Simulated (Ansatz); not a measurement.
# TiH3: the cost of one run

Program: Ansatz 0.2.0 through its Python package. Level of theory: DFT PBEsol, plane waves, PAW. These are calculated values, not measurements.

## (1) The system

TiH3 Pm-3m: The structure is cubic, space group Pm-3m (No. 221). Conventional cell: a = 2.900 Å, b = 2.900 Å, c = 2.900 Å, α = 90.00°, β = 90.00°, γ = 90.00°. Around Ti (site symmetry m-3m) lie 12 H at 2.05 Å. H (site symmetry 4/mmm) is surrounded by 4 Ti at 2.05 Å and 8 H at 2.05 Å.

ZrH3 Pm-3m: It takes space group Pm-3m (No. 221, cubic). Conventional cell: a = 3.130 Å, b = 3.130 Å, c = 3.130 Å, α = 90.00°, β = 90.00°, γ = 90.00°. Zr (site symmetry m-3m) has 12 H at 2.21 Å as nearest neighbours. Around H (site symmetry 4/mmm) lie 4 Zr at 2.21 Å and 8 H at 2.21 Å.

HfH3 Pm-3m: The structure is cubic, space group Pm-3m (No. 221). The conventional cell has a = 3.130 Å, b = 3.130 Å, c = 3.130 Å, α = 90.00°, β = 90.00°, γ = 90.00°. Hf (site symmetry m-3m) is surrounded by 12 H at 2.21 Å. H (site symmetry 4/mmm) is surrounded by 4 Hf at 2.21 Å and 8 H at 2.21 Å.

The script holds or builds the structure itself.

## (2) Script

File run_series.py:

```python
import warnings

import ansatz
import matplotlib.pyplot as plt
import numpy as np


def cu3au(A, B, a):
    return (
        ansatz.Lattice.cubic(a)
        .space_group(221)
        .atom(A, (0, 0, 0))
        .atom(B, (0, 0.5, 0.5))
    )


def solve(name, crystal, relax=True):
    calc = (
        crystal.calculation()
        .functional("pbesol")
        .basis(520)
        .kpoints(spacing=0.14)
        .occupations("fermi_dirac", width=0.1)
        .stress()
        .band_table()
    )
    if relax:
        calc = calc.relax(force_tolerance=0.02, cell=True)
    return calc.run()

def bulk_modulus(name, outcome, step=0.02):
    # B = -V dP/dV from the pressures of two uniformly scaled cells, atoms held at their fractions
    pressure = []
    for factor in (1 - step, 1.0, 1 + step):
        cell = ansatz.Crystal(lattice=ansatz.Lattice.of(outcome.lattice.cell_ang * factor ** (1 / 3)))
        for site in outcome.report["lattice"]["sites"]:
            cell = cell.atom(site["symbol"], site["position_frac"])
        pressure.append(np.trace(solve(name, cell, relax=False).report["stress_gpa"]) / 3)
    slope, bend = (pressure[0] - pressure[2]) / (2 * step), abs(pressure[0] + pressure[2] - 2 * pressure[1])
    # a jump of mesh or basis between the cells shows as a kink: no modulus then
    return float(slope) if bend < 12 * step**2 * abs(slope) + 0.15 and abs(pressure[1]) < 1.5 else float("nan")

def relaxed_twice(name, crystal):
    # the second pass draws mesh and plane waves anew for the relaxed cell
    first = solve(name, crystal)
    again = ansatz.Crystal(lattice=ansatz.Lattice.of(first.lattice.cell_ang))
    for site in first.report["lattice"]["sites"]:
        again = again.atom(site["symbol"], site["position_frac"])
    return solve(name, again)


def volume_per_atom(outcome):
    return abs(np.linalg.det(outcome.lattice.cell_ang)) / len(outcome.lattice.sites)


def main() -> None:
    warnings.simplefilter("ignore", ansatz.DeckWarning)

    phases = {}
    phases["TiH3"] = cu3au("Ti", "H", 2.9)
    phases["ZrH3"] = cu3au("Zr", "H", 3.13)
    phases["HfH3"] = cu3au("Hf", "H", 3.13)

    done = {}
    for name, crystal in phases.items():
        done[name] = relaxed_twice(name, crystal)
        print(f"{name}: {done[name].report['energy_sigma0_ev']:.4f} eV, {len(done[name].lattice.sites)} atoms")

    rows = [(name, float(np.linalg.norm(o.lattice.cell_ang[0])), volume_per_atom(o), bulk_modulus(name, o)) for name, o in done.items()]
    print("  compound       a (A)  V (A^3/atom)     B (GPa)")
    for row in rows:
        print(f"{str(row[0]):>10}  {row[1]:10.3f}  {row[2]:12.3f}  {row[3]:10.0f}")
    plt.figure(figsize=(4.5, 3))
    plt.bar([row[0] for row in rows], [row[2] for row in rows])
    plt.ylabel("V (A^3/atom)")
    plt.tight_layout()
    plt.savefig("series.png", dpi=100)


if __name__ == "__main__":
    main()
```

## (3) Launch

On the command line:

```
$ python run_series.py
```

Q: Estimate wall time and peak memory on 1 thread of Arm Neoverse V2, shared host.

About 1.9 min, with a peak of 0.52 GiB.
